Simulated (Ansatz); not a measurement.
# H4Sn: the cost of one run

Program: Ansatz 0.2.0. Level of theory: RKS r2SCAN/def2-SVP. These are calculated values, not measurements.

## Step 1: Starting point

Bond lengths: Sn1–H2 1.740 Å, Sn1–H3 1.740 Å, Sn1–H4 1.739 Å, Sn1–H5 1.739 Å. Angles: H2–Sn1–H3 109.4°, H2–Sn1–H4 109.5°, H2–Sn1–H5 109.5°, H3–Sn1–H4 109.5°, H3–Sn1–H5 109.5°, H4–Sn1–H5 109.5°.

Coordinates:

```xyz
5

Sn    0.0000    0.0000    0.0000
H     0.0000    0.0000    1.7400
H     1.6408    0.0000   -0.5794
H    -0.8195    1.4198   -0.5794
H    -0.8195   -1.4198   -0.5794
```

## Step 2: Relaxing the start

input.yaml

```yaml
crystal:
  periodic: [false, false, false]
  atoms:
    - { symbol: Sn, position_ang: [0.0, 0.0, 0.0] }
    - { symbol: H, position_ang: [0.0, 0.0, 1.74] }
    - { symbol: H, position_ang: [1.6408, 0.0, -0.5794] }
    - { symbol: H, position_ang: [-0.8195, 1.4198, -0.5794] }
    - { symbol: H, position_ang: [-0.8195, -1.4198, -0.5794] }
basis:
  gaussian: { orbitals: def2-SVP }
hamiltonian:
  xc: r2scan
relax:
  f_tol: 0.02
  max_steps: 40
```

Launch:

```bash
$ ansatz run input.yaml --threads 1 --pin off --max-ram 2048MiB --backend cpu --events-out ev --progress --plain --runs-dir out
```

Q: Estimate wall time and peak memory on 1 thread of AMD EPYC 7R43 (Zen 3), shared host.

About 4.2 s, with a peak of 0.12 GiB.
